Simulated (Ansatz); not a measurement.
**AlH3O3: a ladder of functionals and wavefunction methods**

An exercise on one series of results from a longer session: the logs are not shown, and one member is left open.

The runs use Ansatz 0.2.0, Gaussian basis; functionals in def2-TZVPP, the program's frozen cores in correlated methods.

Plan: LDA (SPW92), PBE-D4, revPBE-D4, BLYP-D4, r2SCAN-D4, B97M-V, PBE0-D4, B3LYP-D4, r2SCANh-D4, r2SCAN0-D4, HSE06-D4, BHLYP-D4, CAM-B3LYP-D4, LC-ωPBE, ωB97X-V, ωB97M-V, B2PLYP, PBE-QIDH; CCSD(T)/def2-SVP; CCSD(T)/def2-TZVPP; MP2/def2-QZVPP; extrapolation to the limit; RPA on PBE.

## The relaxed structure

The geometry comes from an earlier relaxation with PBE0-D4 in a triple-zeta def2 set; it is a stationary point, not always the lowest conformer.

SMILES `[OH][Al]([OH])[OH]`, 7 atoms, charge 0, spin multiplicity 1.

Atoms are counted from 1 here; the program's logs count them from 0.

Bond lengths: O1–Al2 1.689 Å, O1–H5 0.956 Å, Al2–O3 1.689 Å, Al2–O4 1.689 Å, O3–H6 0.956 Å, O4–H7 0.956 Å. Angles: Al2–O1–H5 122.4°, O1–Al2–O3 120.0°, O1–Al2–O4 120.0°, O3–Al2–O4 120.0°, Al2–O3–H6 122.4°, Al2–O4–H7 122.5°.

Set-up of the first run:

The input, in.yaml:

```yaml
crystal:
  periodic: [false, false, false]
  atoms:
    - {symbol: O, position_ang: [-1.645590, 0.189716, -0.282109]}
    - {symbol: Al, position_ang: [0.008653, -0.009750, -0.006502]}
    - {symbol: O, position_ang: [0.664391, 0.365882, 1.503863]}
    - {symbol: O, position_ang: [1.007216, -0.584896, -1.241127]}
    - {symbol: H, position_ang: [-2.242094, 0.512514, 0.390957]}
    - {symbol: H, position_ang: [1.594742, 0.266478, 1.697777]}
    - {symbol: H, position_ang: [0.673782, -0.807943, -2.108357]}
basis:
  gaussian: {orbitals: def2-TZVPP}
hamiltonian: {xc: lda}
output: {orbitals: {seedname: orbitals}}
```

Started as:

```sh
> ansatz run in.yaml --threads 4 --pin off --events-out ev --progress --plain --max-ram 10444MiB
```

Steps of the session up to this table: LDA; PBE-D4 (GGA); revPBE-D4 (GGA); BLYP-D4 (GGA); r2SCAN-D4 (meta-GGA); B97M-V (meta-GGA); PBE0-D4 (hybrid); B3LYP-D4 (hybrid); r2SCANh-D4 (hybrid); r2SCAN0-D4 (hybrid); HSE06-D4 (hybrid); BHLYP-D4 (hybrid); CAM-B3LYP-D4 (range-separated); LC-ωPBE (range-separated); ωB97X-V (range-separated); ωB97M-V (range-separated); B2PLYP (double hybrid); PBE-QIDH (double hybrid).

One of the session's tables, all rows but one given; the rest of the session is left out.

It belongs to the step «Frontier levels by functional». 

| functional | HOMO (eV) | gap (eV) |
| --- | --- | --- |
| LDA (SPW92) | -7.53 | 6.00 |
| PBE-D4 | -7.30 | 6.00 |
| revPBE-D4 | -7.22 | 6.05 |
| BLYP-D4 | -7.21 | 5.90 |
| r2SCAN-D4 | -7.69 | 6.93 |
| B97M-V | -7.73 | 6.59 |
| PBE0-D4 | -9.03 | 8.59 |
| B3LYP-D4 | -8.75 | 7.96 |
| r2SCANh-D4 | -8.34 | 7.84 |
| r2SCAN0-D4 | -9.31 | 9.20 |
| HSE06-D4 | -8.62 | 7.81 |
| BHLYP-D4 | -10.70 | 10.93 |
| CAM-B3LYP-D4 | -10.57 | 10.94 |
| LC-ωPBE | -11.99 | 13.70 |
| ωB97X-V | ? | ? |
| ωB97M-V | -11.53 | 12.65 |

Estimate the missing values for ωB97X-V.

As computed: HOMO (eV): -11.60; gap (eV): 13.08. In the column «HOMO (eV)» it lies between LC-ωPBE (-11.99) and ωB97M-V (-11.53).
